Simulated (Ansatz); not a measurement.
# Ge2H4: the cost of one run

The runs use Ansatz 0.2.0, Gaussian basis; cc-pVTZ, core rule «outside noble gas», up to 28 orbitals frozen.

To be run: UHF; CCSD(T) on ROHF; CCSD(T) on UHF; BCCD(T) on ROHF; CCSDT(Q) on ROHF; CCSDT(Q) on UHF; CASSCF and NEVPT2, 12 electrons in 12 orbitals.

6 further runs of the same task are left out: 6 set aside as unsound or not needed.

**1. The geometry**

The geometry is a PBE0/def2-TZVP stationary point (not a proven minimum) of the parent state, kept for this charge and spin. No spin-orbit coupling is included. The filled d shell of Ge may be among the frozen orbitals whatever the setting's name suggests; the logs give the count.

6 atoms, charge 0, spin multiplicity 5.

Atoms are counted from 1 here; the program's logs count them from 0.

Bond lengths: Ge1–Ge2 2.423 Å, Ge1–H3 1.540 Å, Ge1–H4 1.535 Å, Ge1–H5 1.540 Å, Ge2–H6 1.550 Å. Angles: Ge2–Ge1–H3 110.7°, Ge2–Ge1–H4 107.0°, Ge2–Ge1–H5 110.7°, H3–Ge1–H4 109.6°, H3–Ge1–H5 109.3°, H4–Ge1–H5 109.6°, Ge1–Ge2–H6 122.2°.

Geometry (Å):

```
Ge    0.0000   -0.0229    1.1903
Ge    0.0000    0.0409   -1.2321
H     1.2555   -0.7421    1.7164
H     0.0000    1.4326    1.6767
H    -1.2555   -0.7421    1.7164
H     0.0000   -1.2486   -2.0914
```

**2. UHF**

The input, in.yaml:

```yaml
crystal:
  periodic: [false, false, false]
  atoms:
    - {symbol: Ge, position_ang: [0.000000, -0.022865, 1.190258]}
    - {symbol: Ge, position_ang: [0.000000, 0.040906, -1.232137]}
    - {symbol: H, position_ang: [1.255509, -0.742092, 1.716378]}
    - {symbol: H, position_ang: [0.000000, 1.432623, 1.676692]}
    - {symbol: H, position_ang: [-1.255509, -0.742092, 1.716378]}
    - {symbol: H, position_ang: [0.000000, -1.248594, -2.091358]}
basis:
  gaussian: {orbitals: cc-pVTZ}
magnetization: {spin_polarized: true, initial_magnetization: 4}
hamiltonian: {xc: hf}
output: {orbitals: {seedname: orbitals}}
```

Run with:

```
ansatz run in.yaml --threads 1 --pin off --events-out ev --progress --plain --max-ram 4096MiB --backend cpu
```

**Question.** How long does this run take on 1 thread of AMD EPYC 7R13, shared host, and how much memory does it need?

About 16 s, with a peak of 0.44 GiB.
